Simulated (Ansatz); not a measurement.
Run this with Ansatz 0.2.0 through its Python package and show what comes out.

The script, `cas.py`:
```python
"""Static correlation in FGaH2O: natural occupations of an active space."""

import ansatz as az
from ase import Atoms

atoms = Atoms(["O", "Ga", "F", "H", "H"], positions=[
    [-0.778, -0.9891, -0.4955],
    [0.6292, 0.3169, -0.048],
    [0.0186, 1.7605, -0.7455],
    [-1.2646, -0.8085, 0.3273],
    [1.4448, -0.3535, 0.9204],
])
fgah2o = az.Crystal.molecule_from_ase(atoms)

setup = fgah2o.calculation().basis(gaussian="def2-SVP").correlation(active_electrons=4, active_orbitals=4)
for method in [None]:
    r = (setup if method is None else setup.correlation(method)).run(threads=1, backend="cpu").report
    space = r["configurations"]
    state = space["states"][0]
    print(method or "casscf", f"total {r['free_energy_ev'] / 27.211386246:.6f} Ha, active-space state {state['energy']['hartree']:.6f} Ha, mean field {r['reference_energy_ev'] / 27.211386246:.6f} Ha")
    print("  determinants", state["n_determinants"], " natural occupations", [round(n, 3) for n in space["natural_occupations"]])
print("effectively unpaired electrons, sum of min(n, 2 - n):", round(sum(min(n, 2 - n) for n in space["natural_occupations"]), 3))
```

```console
$ python cas.py
casscf total -2098.397549 Ha, active-space state -2098.397549 Ha, mean field -2098.341884 Ha
  determinants 36  natural occupations [1.974, 1.972, 0.028, 0.026]
effectively unpaired electrons, sum of min(n, 2 - n): 0.109
```

Caveats:
- Total energies depend on the basis set; only differences at equal settings carry meaning.
- The geometry is a force-field or estimated start, not a minimum of this method, and the basis set is short of its limit. The active space starts as a window about the frontier orbitals and is then optimised, not chosen by chemistry.
- Run time: 6.9 s on 1 thread of Arm Neoverse V2, on a shared host, peak memory 0.21 GiB.
